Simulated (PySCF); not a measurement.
# F4GeI: the cost of one run

Programs: PySCF 2.14.0. All values are calculated, for the isolated system unless a continuum is named. Atoms count from 0, parts from 1.

## 1. Starting point

6 atoms, charge -1, multiplicity 1; geometry: GFN2-xTB, rigid scan. Parts: 1 = atoms 0–4, `[F][Ge]([F])([F])[F]`, charge 0; 2 = atom 5, `[I-]`, charge -1. In the given geometry Ge1 and I5 of different parts are bonded (2.52 Å), so values for the parts refer to these atom groups.

## 2. Counterpoise and decomposition: 2.52 Å

Job settings and geometry (Å):

```
{"job": {"kind": "inter", "xc": "PBE0", "basis": "def2-SVPD", "disp": "d3bj"}, "charge": -1, "multiplicity": 1, "parts": [{"atoms": "0-4", "charge": 0, "multiplicity": 1}, {"atoms": "5-5", "charge": -1, "multiplicity": 1}]}
F     -1.797760    -0.214554    -0.517052
Ge    -0.256343     0.124908     0.358209
F     -0.120980     1.586493    -0.692745
F     -0.137037    -1.660958     0.595193
F      1.547382     0.129480     0.393595
I     -0.959832     1.022563     2.603923
```

With the program's defaults for keys left out, this is: PBE0-D3(BJ)/def2-SVPD interaction energy, counterpoise and uncorrected, gas phase.

Command:

```
> OMP_NUM_THREADS=1 python cluster_run.py task.json out
```

This one command runs all jobs of the session in turn.

Q: Estimate the wall time and peak memory of this first job on 1 thread of Arm Neoverse N1, shared host.

About 44 s, with a peak of 0.58 GiB.
